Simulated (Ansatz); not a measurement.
# Cd3NiO: the cost of one run

Computed with Ansatz 0.2.0 (DFT PBE, scalar-relativistic, plane waves, PAW, unless a step's input says otherwise).

### 1 The structure to begin with

It takes space group R-3m (No. 166, trigonal). The conventional cell has a = 4.464 Å, b = 4.464 Å, c = 15.548 Å, α = 90.00°, β = 90.00°, γ = 120.00°. Around Cd (site symmetry 2/m) lie 2 Ni at 2.23 Å and 4 Cd at 2.23 Å and 2 O at 2.89 Å. Ni (site symmetry -3m) is surrounded by 6 Cd at 2.23 Å. O (site symmetry -3m) is surrounded by 6 Cd at 2.89 Å.

Structure file:

```xyz
5
Lattice="2.2321 1.2887 5.1827 -2.2321 1.2887 5.1827 0.0000 -2.5774 5.1827" Properties=species:S:1:pos:R:3 pbc="T T T"
Cd    0.0000   -1.2887    2.5914
Cd    1.1160    0.6443    2.5914
Cd   -1.1160    0.6443    2.5914
Ni    0.0000    0.0000    7.7741
O     0.0000    0.0000    0.0000
```

Recipe of the guess: random cell by space group and Wyckoff sites (R-3m, No. 166). The dimensions are guesses.

### 2 Probe: one point on a coarse mesh

Input file input.yaml:

```yaml
crystal:
  lattice:
    - [2.23207534, 1.2886893, 5.1827472]
    - [-2.23207534, 1.2886893, 5.1827472]
    - [0.0, -2.5773786, 5.1827472]
  atoms:
    - { symbol: Cd, position: [0.0, 0.0, 0.5] }
    - { symbol: Cd, position: [0.5, 0.0, 0.0] }
    - { symbol: Cd, position: [0.0, 0.5, 0.0] }
    - { symbol: Ni, position: [0.5, 0.5, 0.5], spin: 2.0 }
    - { symbol: O, position: [0.0, 0.0, 0.0] }
basis:
  ecutwfc: 420
kpoints:
  mp_grid: { grid: [6, 6, 6] }
hamiltonian:
  xc: pbe
scf:
  occupations: { method: gaussian, width: 0.1 }
  lower_state_search: "off"
output:
  forces: true
  stress: true
  eigenvalues: true
  populations: true
magnetization:
  spin_polarized: true
```

Started as:

```console
$ ansatz run input.yaml --threads 1 --pin off --max-ram 2560MiB --backend cpu --events-out ev --progress --plain --runs-dir out
```

What time and memory should one allow on 1 thread of Intel Xeon Platinum 8488C (Sapphire Rapids), shared host?

About 25 s, with a peak of 0.58 GiB.
